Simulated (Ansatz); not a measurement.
# ClF2HSi: molecular dynamics

Purpose: to follow the molecule's vibrations and see whether its bonds hold. The start is relaxed first. Runs: 250 steps of 0.5 fs under a Langevin thermostat at 700 K; 250 steps of 1 fs under a Nosé-Hoover thermostat at 2000 K. SMILES of the start: F[SiH](F)Cl.

Method: RKS PBE/def2-SVP, in Ansatz 0.2.0.

### Step 1. The starting structure

Bond lengths: Si1–Cl2 2.130 Å, Si1–F3 1.590 Å, Si1–F4 1.589 Å, Si1–H5 1.459 Å. Angles: Cl2–Si1–F3 109.5°, Cl2–Si1–F4 109.5°, Cl2–Si1–H5 109.5°, F3–Si1–F4 109.5°, F3–Si1–H5 109.5°, F4–Si1–H5 109.5°.

Coordinates:

```xyz
5

Si    0.0000    0.0000    0.0000
Cl    0.0000    0.0000    2.1300
F     1.4994    0.0000   -0.5295
F    -0.7489    1.2974   -0.5295
H    -0.6877   -1.1914   -0.4862
```

### Step 2. Preparing the start

The input, input.yaml:

```yaml
crystal:
  periodic: [false, false, false]
  atoms:
    - { symbol: Si, position_ang: [0.0, 0.0, 0.0] }
    - { symbol: Cl, position_ang: [0.0, 0.0, 2.13] }
    - { symbol: F, position_ang: [1.4994, 0.0, -0.5295] }
    - { symbol: F, position_ang: [-0.7489, 1.2974, -0.5295] }
    - { symbol: H, position_ang: [-0.6877, -1.1914, -0.4862] }
basis:
  gaussian: { orbitals: def2-SVP }
hamiltonian:
  xc: pbe
relax:
  f_tol: 0.02
  max_steps: 40
output:
  orbitals: {}
```

The run is started by

```console
ansatz run input.yaml --threads 1 --pin off --max-ram 2048MiB --backend cpu --events-out ev --progress --plain --runs-dir out
```

The program printed, cut to the lines that bear on the results:

```text
Warning: RAYON_NUM_THREADS=1 ignored (pool sized by the plan → 1); use --threads N
[...]
Functional definition: PBE
[...]
745 factors; their error is unknown
[...]
mean field -25829.58437716 eV, -949.2197179396 hartree, gradient 4.7e-5 eV, S^2 0.000000; 0 other end points of the search recorded, 0 dependent functions left out
[...]
reference -25829.58440268 eV, -949.2197188772 hartree; 25, 25 occupied and 44, 44 virtual orbitals, 745 factors
relax step   1: F+E_penalty+E_count = -25829.58437716 eV  Δ(F+E_penalty+E_count) = +0.000e0 eV  max|allowed force component| = 2.038e0 eV/Å  Δτ_max = 0.0000 Å  (24 SCF iters, accepted)
[...]
relax step   4: F+E_penalty+E_count = -25829.68295345 eV  Δ(F+E_penalty+E_count) = -9.642e-4 eV  max|allowed force component| = 3.877e-2 eV/Å  Δτ_max = 0.0071 Å  (28 SCF iters, accepted)
[...]
relax step   5: F+E_penalty+E_count = -25829.68325385 eV  Δ(F+E_penalty+E_count) = -3.004e-4 eV  max|allowed force component| = 1.162e-2 eV/Å  Δτ_max = 0.0048 Å  (28 SCF iters, accepted)
745 factors; their error is unknown
mean field -25829.68325385 eV, -949.2233515907 hartree, gradient 8.2e-6 eV, S^2 0.000000; 1 other end points of the search recorded, 0 dependent functions left out
[...]
reference -25829.68327884 eV, -949.2233525093 hartree; 25, 25 occupied and 44, 44 virtual orbitals, 745 factors
Total energy: -25829.68327884 eV, -949.2233525093 hartree
Atom 0 at    -0.011214    -0.019987     0.028854 Å, force     0.004294     0.007335    -0.002549 eV/Å
Atom 1 at     0.010396     0.017857     2.075432 Å, force    -0.002190    -0.003828     0.001101 eV/Å
Atom 2 at     1.515663     0.010489    -0.510605 Å, force    -0.005233     0.008486    -0.001130 eV/Å
Atom 3 at    -0.748158     1.317526    -0.510840 Å, force     0.009929    -0.000370    -0.001183 eV/Å
Atom 4 at    -0.703886    -1.219885    -0.498042 Å, force    -0.006800    -0.011622     0.003761 eV/Å
Dipole moment:    -0.128089    -0.221851    -0.013676 e Å
```

Run time: 16 s. Hardware: 1 thread of Arm Neoverse N1, shared host; peak memory 0.13 GiB.

Relaxation path:

```csv
step,energy from step 1 (eV),largest force component (eV/Å)
1,0.0000,2.0382
2,-0.0809,0.9348
3,-0.0976,0.1607
4,-0.0986,0.0388
5,-0.0989,0.0116
```

Step 1 is the start.

After: Bond lengths: Si1–Cl2 2.047 Å, Si1–F3 1.620 Å, Si1–F4 1.620 Å, Si1–H5 1.482 Å. Angles: Cl2–Si1–F3 108.8°, Cl2–Si1–F4 108.8°, Cl2–Si1–H5 112.0°, F3–Si1–F4 107.6°, F3–Si1–H5 109.7°, F4–Si1–H5 109.7°.

### Step 3. Run 1

250 steps of 0.5 fs under a Langevin thermostat at 700 K, from the relaxed start.

The input, input.yaml:

```yaml
crystal:
  periodic: [false, false, false]
  atoms:
    - { symbol: Si, position_ang: [-0.011214, -0.019987, 0.028854] }
    - { symbol: Cl, position_ang: [0.010396, 0.017857, 2.075432] }
    - { symbol: F, position_ang: [1.515663, 0.010489, -0.510605] }
    - { symbol: F, position_ang: [-0.748158, 1.317526, -0.51084] }
    - { symbol: H, position_ang: [-0.703886, -1.219885, -0.498042] }
basis:
  gaussian: { orbitals: def2-SVP }
hamiltonian:
  xc: pbe
md:
  timestep: 0.5
  n_steps: 250
  ensemble: nvt_langevin
  temperature: 700.0
  initial_velocities: maxwell_boltzmann
  seed: 630943
  friction: 1.0
```

The run is started by

```console
ansatz run input.yaml --threads 1 --pin off --max-ram 2048MiB --backend cpu --events-out ev --progress --plain --runs-dir out
```

The program printed, cut to the lines that bear on the results:

```text
Warning: RAYON_NUM_THREADS=1 ignored (pool sized by the plan → 1); use --threads N
[...]
[... 1 set-up line as earlier in the session ...]
[...]
745 factors; their error is unknown
[...]
mean field -25829.68325396 eV, -949.2233515949 hartree, gradient 5.6e-5 eV, S^2 0.000000; 0 other end points of the search recorded, 0 dependent functions left out
[...]
reference -25829.68327892 eV, -949.2233525123 hartree; 25, 25 occupied and 44, 44 virtual orbitals, 745 factors
md step     0: t =     0.00 fs  T =   560.0 K  F+E_penalty+E_count = -25829.68325396 eV  E_kin = 0.361928 eV  (24 SCF iters)
[...]
md step    30: t =    15.00 fs  T =   906.2 K  F+E_penalty+E_count = -25829.62436837 eV  E_kin = 0.585677 eV  (28 SCF iters)
[...]
md step    60: t =    30.00 fs  T =   870.1 K  F+E_penalty+E_count = -25829.62160162 eV  E_kin = 0.562340 eV  (28 SCF iters)
[...]
md step    90: t =    45.00 fs  T =   340.2 K  F+E_penalty+E_count = -25829.53086939 eV  E_kin = 0.219845 eV  (28 SCF iters)
[...]
md step   120: t =    60.00 fs  T =   353.2 K  F+E_penalty+E_count = -25829.62964767 eV  E_kin = 0.228263 eV  (28 SCF iters)
md step   121: t =    60.50 fs  T =   588.1 K  F+E_penalty+E_count = -25829.63026138 eV  E_kin = 0.380111 eV  (28 SCF iters)
md step   122: t =    61.00 fs  T =   306.2 K  F+E_penalty+E_count = -25829.62930141 eV  E_kin = 0.197874 eV  (28 SCF iters)
```

### Step 4. The output, continued: dynamics from the start

The log, continued, cut to the lines that bear on the results:

```text
md step   123: t =    61.50 fs  T =   492.5 K  F+E_penalty+E_count = -25829.62681815 eV  E_kin = 0.318294 eV  (28 SCF iters)
[...]
md step   155: t =    77.50 fs  T =   606.5 K  F+E_penalty+E_count = -25829.54629023 eV  E_kin = 0.391965 eV  (27 SCF iters)
[...]
md step   187: t =    93.50 fs  T =   934.8 K  F+E_penalty+E_count = -25829.56537497 eV  E_kin = 0.604143 eV  (28 SCF iters)
[...]
md step   219: t =   109.50 fs  T =   681.0 K  F+E_penalty+E_count = -25829.51063339 eV  E_kin = 0.440156 eV  (28 SCF iters)
[...]
md step   249: t =   124.50 fs  T =   941.7 K  F+E_penalty+E_count = -25829.29561720 eV  E_kin = 0.608649 eV  (29 SCF iters)
[...]
md step   250: t =   125.00 fs  T =   549.4 K  F+E_penalty+E_count = -25829.29776626 eV  E_kin = 0.355055 eV  (26 SCF iters)
Total energy: -25829.29779102 eV, -949.2091860933 hartree
Atom 0 at    -0.017623    -0.049857     0.048977 Å, force     0.910752     2.014545    -2.481994 eV/Å
Atom 1 at    -0.000461     0.038377     2.101757 Å, force    -0.005233    -0.360121    -0.372294 eV/Å
Atom 2 at     1.572304     0.038607    -0.580079 Å, force    -2.141448    -0.218889     1.136358 eV/Å
Atom 3 at    -0.742690     1.416587    -0.444115 Å, force     0.885263    -2.014039     0.681990 eV/Å
Atom 4 at    -0.693271    -1.170683    -0.789191 Å, force     0.350665     0.578503     1.035940 eV/Å
Dipole moment:    -0.180905    -0.353317     0.120907 e Å
```

Wall time 10 min (1 thread of Arm Neoverse N1, shared host); peak memory 0.11 GiB.

### Step 5. Frames and traces

The trajectory, every 13 steps (energies from step 0):

```csv
time (fs),T (K),potential energy change (meV/atom)
0.0,560,0.0
6.5,1235,6.1
13.0,973,9.5
19.5,332,33.9
26.0,1076,16.2
32.5,832,19.3
39.0,512,28.2
45.5,478,24.6
52.0,462,26.0
58.5,269,11.4
65.0,987,20.5
71.5,516,15.3
78.0,455,27.5
84.5,790,44.9
91.0,1196,31.2
97.5,545,14.7
104.0,686,20.6
110.5,923,34.2
117.0,373,47.0
123.5,490,81.0
125.0,549,77.1
```

time (fs), T (K) and a bar:
```
      0.0        560 ######
      5.5        737 ###########
     11.0        565 #######
     16.5        613 ########
     21.5        561 ######
     27.0        535 ######
     32.5        832 ##############
     38.0        895 ################
     43.5        662 #########
     49.0        332 
     54.5        437 ###
     60.0        353 #
     65.0        987 ##################
     70.5        534 ######
     76.0        745 ############
     81.5        555 ######
     87.0        565 #######
     92.5        708 ###########
     98.0       1007 ###################
    103.5        815 ##############
    108.5       1400 ##############################
    114.0        711 ###########
    119.5        761 ############
    125.0        549 ######
```

### Step 6. Snapshots as a file

Positions (Å) and forces (eV/Å):

```xyz
5
time_fs=15.5 T=751 dE=0.0657
Si   -0.038   -0.024    0.065    0.273   -1.132   -0.203
Cl   -0.032    0.054    2.094    0.083   -0.118    0.323
F     1.475   -0.019   -0.511    0.103   -0.074    0.122
F    -0.749    1.279   -0.472   -0.646    1.507   -0.492
H    -0.811   -1.145   -0.535    0.186   -0.183    0.250
5
time_fs=31.0 T=582 dE=0.0647
Si   -0.051   -0.010    0.080    1.171   -1.370   -0.407
Cl   -0.047    0.045    2.119    0.017   -0.059    0.047
F     1.483    0.024   -0.502   -0.497   -0.067    0.430
F    -0.747    1.287   -0.489   -0.784    1.420   -0.418
H    -0.737   -1.190   -0.539    0.093    0.075    0.348
5
time_fs=47.0 T=671 dE=0.1228
Si   -0.039    0.002    0.034   -0.630    0.771    2.017
Cl   -0.029    0.043    2.143    0.025   -0.034   -1.020
F     1.442    0.028   -0.506    1.565    0.044   -0.447
F    -0.778    1.324   -0.496   -0.234    0.488   -0.110
H    -0.709   -1.132   -0.480   -0.725   -1.270   -0.440
5
time_fs=62.5 T=1025 dE=0.0715
Si   -0.049    0.005    0.036   -0.786   -0.089    1.681
Cl   -0.021    0.053    2.147    0.076   -0.070   -1.053
F     1.431    0.059   -0.536    1.084   -0.069   -0.319
F    -0.798    1.328   -0.466   -0.312    0.621   -0.208
H    -0.791   -1.154   -0.461   -0.063   -0.393   -0.101
5
time_fs=78.0 T=455 dE=0.1375
Si   -0.007   -0.009    0.020   -2.687   -0.670    1.053
Cl    0.010    0.052    2.118    0.133   -0.202   -0.863
F     1.450    0.053   -0.557    1.763    0.060   -0.598
F    -0.825    1.313   -0.425    0.104    0.186   -0.138
H    -0.794   -1.199   -0.585    0.688    0.626    0.545
5
time_fs=94.0 T=651 dE=0.1046
Si   -0.034    0.004    0.042    1.420   -1.015   -0.214
Cl    0.001    0.056    2.120    0.005   -0.173   -0.603
F     1.541   -0.017   -0.527   -1.505    0.210    0.597
F    -0.777    1.350   -0.415   -0.116    0.417   -0.284
H    -0.705   -1.204   -0.608    0.196    0.560    0.504
5
time_fs=109.5 T=681 dE=0.1726
Si   -0.013   -0.004    0.066    0.363    2.118   -1.465
Cl    0.000    0.035    2.094    0.025   -0.193    0.143
F     1.506    0.015   -0.566   -0.488    0.145    0.633
F    -0.767    1.399   -0.453    0.719   -1.201    0.612
H    -0.627   -1.068   -0.690   -0.619   -0.869    0.076
5
time_fs=125.0 T=549 dE=0.3855
Si   -0.018   -0.050    0.049    0.911    2.014   -2.482
Cl   -0.001    0.038    2.102   -0.005   -0.360   -0.372
F     1.572    0.039   -0.580   -2.141   -0.219    1.136
F    -0.743    1.417   -0.444    0.885   -2.014    0.682
H    -0.693   -1.171   -0.789    0.351    0.579    1.036
```

Reading of run 1. Against a set 700 K the second half averages 691 K with a spread of 238 K. A friction of 1 per fs wipes out velocities within 1 fs: the temperature is held, but the motion is overdamped and says nothing of rates. No bond forms or breaks.

### Step 7. Run 2

250 steps of 1 fs under a Nosé-Hoover thermostat at 2000 K, from the relaxed start.

input.yaml: that of step 3 with these lines changed.

```diff
@@ -13,8 +13,8 @@
 md:
-  timestep: 0.5
+  timestep: 1.0
   n_steps: 250
-  ensemble: nvt_langevin
-  temperature: 700.0
+  ensemble: nvt_nose_hoover
+  temperature: 2000.0
   initial_velocities: maxwell_boltzmann
-  seed: 630943
-  friction: 1.0
+  seed: 883322
+  nose_hoover: { tau: 100.0, chain_length: 5 }
```

The run is started by

```console
ansatz run input.yaml --threads 1 --pin off --max-ram 2048MiB --backend cpu --events-out ev --progress --plain --runs-dir out
```

The program printed, cut to the lines that bear on the results:

```text
Warning: RAYON_NUM_THREADS=1 ignored (pool sized by the plan → 1); use --threads N
[...]
[... 1 set-up line as earlier in the session ...]
[...]
745 factors; their error is unknown
[...]
mean field -25829.68325396 eV, -949.2233515949 hartree, gradient 5.6e-5 eV, S^2 0.000000; 0 other end points of the search recorded, 0 dependent functions left out
[...]
reference -25829.68327892 eV, -949.2233525123 hartree; 25, 25 occupied and 44, 44 virtual orbitals, 745 factors
md step     0: t =     0.00 fs  T =  2000.0 K  F+E_penalty+E_count = -25829.68325396 eV  E_kin = 0.775560 eV  conserved = -25828.90769397 eV  (24 SCF iters)
[...]
md step    19: t =    19.00 fs  T =  1234.0 K  F+E_penalty+E_count = -25829.38119316 eV  E_kin = 0.478538 eV  conserved = -25828.90686208 eV  (27 SCF iters)
[...]
md step    38: t =    38.00 fs  T =   930.9 K  F+E_penalty+E_count = -25829.25012941 eV  E_kin = 0.360993 eV  conserved = -25828.90683321 eV  (27 SCF iters)
[...]
md step    57: t =    57.00 fs  T =  1137.1 K  F+E_penalty+E_count = -25829.29600197 eV  E_kin = 0.440933 eV  conserved = -25828.90615663 eV  (27 SCF iters)
[...]
md step    74: t =    74.00 fs  T =  1265.5 K  F+E_penalty+E_count = -25829.27697616 eV  E_kin = 0.490751 eV  conserved = -25828.90556320 eV  (25 SCF iters)
md step    75: t =    75.00 fs  T =  1328.6 K  F+E_penalty+E_count = -25829.29706678 eV  E_kin = 0.515221 eV  conserved = -25828.90540630 eV  (27 SCF iters)
```

### Step 8. More of the same log: dynamics from the start

Output, continued, cut to the lines that bear on the results:

```text
md step    76: t =    76.00 fs  T =  1416.1 K  F+E_penalty+E_count = -25829.32642781 eV  E_kin = 0.549149 eV  conserved = -25828.90536280 eV  (27 SCF iters)
[...]
md step   100: t =   100.00 fs  T =  1016.9 K  F+E_penalty+E_count = -25829.06344063 eV  E_kin = 0.394351 eV  conserved = -25828.90520331 eV  (29 SCF iters)
[...]
md step   124: t =   124.00 fs  T =  1930.3 K  F+E_penalty+E_count = -25829.26888576 eV  E_kin = 0.748537 eV  conserved = -25828.90640510 eV  (27 SCF iters)
[...]
md step   148: t =   148.00 fs  T =  1933.5 K  F+E_penalty+E_count = -25829.05558553 eV  E_kin = 0.749785 eV  conserved = -25828.90487605 eV  (27 SCF iters)
[...]
md step   170: t =   170.00 fs  T =  1834.4 K  F+E_penalty+E_count = -25828.88476428 eV  E_kin = 0.711351 eV  conserved = -25828.90674649 eV  (27 SCF iters)
md step   171: t =   171.00 fs  T =  1878.3 K  F+E_penalty+E_count = -25828.89474102 eV  E_kin = 0.728362 eV  conserved = -25828.90580325 eV  (27 SCF iters)
```

### Step 9. The output, continued: dynamics from the start

The log, continued, cut to the lines that bear on the results:

```text
md step   172: t =   172.00 fs  T =  1885.5 K  F+E_penalty+E_count = -25828.89050629 eV  E_kin = 0.731146 eV  conserved = -25828.90483120 eV  (28 SCF iters)
[...]
md step   191: t =   191.00 fs  T =  2559.5 K  F+E_penalty+E_count = -25829.05114403 eV  E_kin = 0.992526 eV  conserved = -25828.90393822 eV  (27 SCF iters)
[...]
md step   210: t =   210.00 fs  T =  2082.5 K  F+E_penalty+E_count = -25828.80809837 eV  E_kin = 0.807561 eV  conserved = -25828.90391883 eV  (27 SCF iters)
[...]
md step   229: t =   229.00 fs  T =  2238.5 K  F+E_penalty+E_count = -25828.83946445 eV  E_kin = 0.868031 eV  conserved = -25828.90660678 eV  (28 SCF iters)
[...]
md step   248: t =   248.00 fs  T =  1937.4 K  F+E_penalty+E_count = -25828.69765469 eV  E_kin = 0.751269 eV  conserved = -25828.90242333 eV  (28 SCF iters)
md step   249: t =   249.00 fs  T =  1858.6 K  F+E_penalty+E_count = -25828.66657509 eV  E_kin = 0.720737 eV  conserved = -25828.90205091 eV  (28 SCF iters)
[...]
md step   250: t =   250.00 fs  T =  1850.3 K  F+E_penalty+E_count = -25828.66319007 eV  E_kin = 0.717496 eV  conserved = -25828.90208533 eV  (25 SCF iters)
Total energy: -25828.66321523 eV, -949.1858658631 hartree
Atom 0 at    -0.107281     0.047136     0.024154 Å, force     0.285180     0.732817    -2.653084 eV/Å
Atom 1 at     0.215824    -0.090191     2.081528 Å, force    -1.059313     0.086303    -0.542476 eV/Å
Atom 2 at     1.484094     0.011856    -0.365951 Å, force    -0.033340     0.805674    -0.126132 eV/Å
Atom 3 at    -0.973515     1.407182    -0.627154 Å, force     1.496068    -1.959698     1.730812 eV/Å
Atom 4 at    -0.409415    -1.005755    -1.115638 Å, force    -0.688594     0.334904     1.590880 eV/Å
Dipole moment:    -0.199692    -0.215260     0.120723 e Å
```

Run time: 10 min. Hardware: 1 thread of Arm Neoverse N1, shared host; peak memory 0.11 GiB.

### Step 10. What the atoms did

The trajectory, every 18 steps (energies from step 0):

```csv
time (fs),T (K),potential energy change (meV/atom),conserved energy change (meV/atom)
0.0,2000,0.0,0.00
18.0,1140,67.7,0.29
36.0,739,101.0,0.14
54.0,789,103.1,0.48
72.0,1196,85.1,0.45
90.0,959,121.9,0.51
108.0,1318,110.0,0.22
126.0,1925,87.4,0.40
144.0,1792,129.8,0.61
162.0,1082,211.4,0.62
180.0,2094,151.8,0.47
198.0,2619,128.3,0.66
216.0,2304,160.4,0.51
234.0,2823,125.9,0.86
250.0,1850,204.0,1.12
```

time (fs), T (K) and a bar:
```
      0.0       2000 ################
     11.0        720 ####
     22.0       1271 #########
     33.0        329 
     43.0       1030 #######
     54.0        789 #####
     65.0       1597 ############
     76.0       1416 ###########
     87.0       1326 ##########
     98.0        822 #####
    109.0       1205 #########
    120.0       1592 ############
    130.0       1842 ###############
    141.0       1753 ##############
    152.0       2097 #################
    163.0       1017 #######
    174.0       1930 ################
    185.0       2112 #################
    196.0       3033 ###########################
    207.0       1578 ############
    217.0       2117 ##################
    228.0       1921 ################
    239.0       3386 ##############################
    250.0       1850 ###############
```

Maxima of the velocity power spectrum (cm⁻¹, relative height; resolution about 270 cm⁻¹): 230 (100), 800 (84).

### Step 11. Snapshots as a file

Extended XYZ, with forces in eV/Å:

```xyz
5
time_fs=31.0 T=254 dE=0.6921
Si    0.077   -0.049    0.054   -1.450   -1.159    2.384
Cl   -0.093    0.027    2.174    0.406   -0.088   -1.356
F     1.386    0.093   -0.752    3.975    0.144   -0.858
F    -0.579    1.267   -0.490   -1.951    1.786   -0.340
H    -0.294   -1.333   -0.507   -0.980   -0.683    0.170
5
time_fs=62.0 T=1565 dE=0.2401
Si    0.069    0.009    0.034    0.966   -1.613    0.714
Cl   -0.070    0.034    2.101    0.612   -0.021   -0.255
F     1.546   -0.021   -0.691   -0.708    0.233    0.765
F    -0.748    1.272   -0.391   -0.774    2.091   -0.903
H    -0.699   -1.141   -0.403   -0.096   -0.689   -0.321
5
time_fs=94.0 T=715 dE=0.7163
Si   -0.097   -0.017   -0.049    2.630    1.089    0.863
Cl    0.090    0.021    1.969   -0.396   -0.164    0.867
F     1.651   -0.068   -0.298   -3.391    0.094   -0.784
F    -0.889    1.380   -0.410    0.839   -0.625   -0.423
H    -1.009   -1.087   -0.478    0.318   -0.394   -0.522
5
time_fs=125.0 T=1946 dE=0.4185
Si   -0.153   -0.003    0.034    3.209    0.444   -1.576
Cl    0.138   -0.046    2.055   -0.877   -0.003    0.210
F     1.509    0.044   -0.356   -2.040   -0.036   -0.009
F    -0.770    1.374   -0.620   -0.029   -0.627    0.726
H    -0.685   -1.161   -0.772   -0.263    0.222    0.649
5
time_fs=156.0 T=1830 dE=0.7342
Si    0.036    0.077    0.121   -2.030   -2.463   -0.852
Cl    0.004   -0.096    2.215    0.225    0.589   -1.127
F     1.359    0.111   -0.731    2.812    0.029    0.059
F    -0.658    1.286   -0.684   -1.015    1.047    0.849
H    -0.558   -1.214   -0.541    0.008    0.797    1.072
5
time_fs=188.0 T=2164 dE=0.7721
Si    0.129   -0.043   -0.019   -5.187   -0.452    3.151
Cl   -0.070    0.012    2.159    0.996   -0.180   -1.513
F     1.471    0.083   -0.791    2.215   -0.177   -0.844
F    -0.748    1.288   -0.328    0.359    0.238   -0.482
H    -0.947   -1.178   -0.278    1.618    0.571   -0.312
5
time_fs=219.0 T=1790 dE=1.0082
Si    0.015   -0.112   -0.063   -3.079    1.355    0.698
Cl    0.040    0.070    1.912    0.507   -0.940    2.500
F     1.560    0.034   -0.471    0.150   -0.230   -1.071
F    -0.874    1.338   -0.113    0.931   -1.291   -1.875
H    -0.973   -1.310   -0.443    1.491    1.105   -0.253
5
time_fs=250.0 T=1850 dE=1.0201
Si   -0.107    0.047    0.024    0.285    0.733   -2.653
Cl    0.216   -0.090    2.082   -1.059    0.086   -0.542
F     1.484    0.012   -0.366   -0.033    0.806   -0.126
F    -0.974    1.407   -0.627    1.496   -1.960    1.731
H    -0.409   -1.006   -1.116   -0.689    0.335    1.591
```

On run 2: Against a set 2000 K the second half averages 2042 K with a spread of 523 K. The conserved energy strays from its start by at most 1.43 meV/atom, 1.2 % of the mean kinetic energy, so a step of 1 fs is short enough over this time. No bond forms or breaks.

### Step 12. Summary of results

| quantity | value |
| --- | --- |
| relaxation of the start | 4 moves, 0.099 eV lower |
| run 1: length | 250 steps of 0.5 fs |
| run 1: temperature, first and last step | 560 and 549 K |
| run 1: temperature, second half | mean 691 K, from 206 to 1414 K |
| run 1: potential energy, second half | +30 meV/atom from this run's first step |
| run 1: bonds formed or broken | 0 |
| run 2: length | 250 steps of 1 fs |
| run 2: temperature, first and last step | 2000 and 1850 K |
| run 2: temperature, second half | mean 2042 K, from 976 to 3386 K |
| run 2: potential energy, second half | +153 meV/atom from this run's first step |
| run 2: largest change of the conserved energy | 1.43 meV/atom |
| run 2: bonds formed or broken | 0 |

**Reading.** Mean temperatures of the second halves: 691 K, 2042 K. No bond formed or broke in any run. Averages from a run of 250 fs with 5 atoms are rough. The nuclei move classically, without zero-point motion, which matters most for hydrogen.
